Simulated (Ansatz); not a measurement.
# CH₆AsNOSi: one species, many methods

One table from this session's results is given with a row withheld; the runs are named, their logs left out.

Computed with Ansatz 0.2.0, Gaussian basis. Level: functionals in def2-TZVPP, the program's frozen cores in correlated methods.

Plan: LDA (SPW92), PBE-D4, revPBE-D4, BLYP-D4, r2SCAN-D4, B97M-V, PBE0-D4, B3LYP-D4, r2SCANh-D4, r2SCAN0-D4, HSE06-D4, BHLYP-D4, CAM-B3LYP-D4, LC-ωPBE, ωB97X-V, ωB97M-V, B2PLYP, PBE-QIDH; CCSD(T)/def2-SVP; CCSD(T)/def2-TZVPP; MP2/def2-QZVPP; extrapolation to the limit; RPA on PBE.

**Structure used throughout**

An earlier PBE0-D4 in a triple-zeta def2 set relaxation fixed the geometry.

SMILES `N[SiH]([AsH2])C=O`, 11 atoms, charge 0, spin multiplicity 1.

Atoms are counted from 1 here; the program's logs count them from 0.

Bond lengths: N1–Si2 1.709 Å, N1–H6 1.008 Å, N1–H7 1.009 Å, Si2–As3 2.366 Å, Si2–C4 1.926 Å, Si2–H8 1.488 Å, As3–H9 1.521 Å, As3–H10 1.524 Å, C4–O5 1.206 Å, C4–H11 1.120 Å. Angles: Si2–N1–H6 119.1°, Si2–N1–H7 119.2°, H6–N1–H7 110.6°, N1–Si2–As3 113.4°, N1–Si2–C4 115.0°, N1–Si2–H8 109.0°, As3–Si2–C4 103.9°, As3–Si2–H8 108.8°, C4–Si2–H8 106.3°, Si2–As3–H9 91.3°, Si2–As3–H10 91.0°, H9–As3–H10 92.5°, Si2–C4–O5 122.6°, Si2–C4–H11 118.2°, O5–C4–H11 119.2°.

Set-up of the first run:

Input file in.yaml:

```yaml
crystal:
  periodic: [false, false, false]
  atoms:
    - {symbol: N, position_ang: [-1.181719, 1.083025, 0.308029]}
    - {symbol: Si, position_ang: [-0.314934, -0.389547, 0.265808]}
    - {symbol: As, position_ang: [1.840684, -0.240305, 1.229104]}
    - {symbol: C, position_ang: [0.012472, -1.092504, -1.497676]}
    - {symbol: O, position_ang: [-0.204592, -0.459120, -2.501104]}
    - {symbol: H, position_ang: [-0.739395, 1.922015, -0.032815]}
    - {symbol: H, position_ang: [-2.164410, 1.081637, 0.080600]}
    - {symbol: H, position_ang: [-1.093179, -1.430295, 0.991350]}
    - {symbol: H, position_ang: [1.306878, 0.604706, 2.376019]}
    - {symbol: H, position_ang: [2.162725, 0.987395, 0.385649]}
    - {symbol: H, position_ang: [0.440768, -2.124006, -1.584366]}
basis:
  gaussian: {orbitals: def2-TZVPP}
hamiltonian: {xc: lda}
output: {orbitals: {seedname: orbitals}}
```

Among the steps run: LDA; PBE-D4 (GGA); revPBE-D4 (GGA); BLYP-D4 (GGA); r2SCAN-D4 (meta-GGA); B97M-V (meta-GGA); PBE0-D4 (hybrid); B3LYP-D4 (hybrid); r2SCANh-D4 (hybrid); r2SCAN0-D4 (hybrid); HSE06-D4 (hybrid); BHLYP-D4 (hybrid); CAM-B3LYP-D4 (range-separated); LC-ωPBE (range-separated); ωB97X-V (range-separated); ωB97M-V (range-separated); B2PLYP (double hybrid); PBE-QIDH (double hybrid).

One table of the session follows, with a row left open; its other results are not shown here.

It belongs to the step «Orbital energies across the functionals». 

| functional | HOMO (eV) | LUMO (eV) | gap (eV) |
| --- | --- | --- | --- |
| LDA (SPW92) | -5.37 | -2.87 | 2.50 |
| PBE-D4 | -5.24 | -2.61 | 2.63 |
| revPBE-D4 | -5.19 | -2.51 | 2.67 |
| BLYP-D4 | -5.16 | -2.47 | 2.70 |
| r2SCAN-D4 | -5.52 | -2.45 | 3.07 |
| B97M-V | -5.65 | -2.38 | 3.27 |
| PBE0-D4 | -6.64 | -1.52 | 5.12 |
| B3LYP-D4 | -6.45 | -1.76 | 4.68 |
| r2SCANh-D4 | -6.05 | -2.04 | 4.01 |
| r2SCAN0-D4 | -6.84 | -1.44 | 5.40 |
| HSE06-D4 | -6.24 | -1.91 | 4.33 |
| BHLYP-D4 | -7.96 | -0.34 | 7.62 |
| CAM-B3LYP-D4 | -8.02 | -0.33 | 7.70 |
| LC-ωPBE | -9.29 | 0.88 | 10.16 |
| ωB97X-V | -8.98 | 0.79 | 9.77 |
| ωB97M-V | ? | ? | ? |

Q: Estimate the row for ωB97M-V from the others.

As computed: HOMO (eV): -8.87; LUMO (eV): 0.68; gap (eV): 9.55. In the column «HOMO (eV)» it lies between ωB97X-V (-8.98) and CAM-B3LYP-D4 (-8.02).
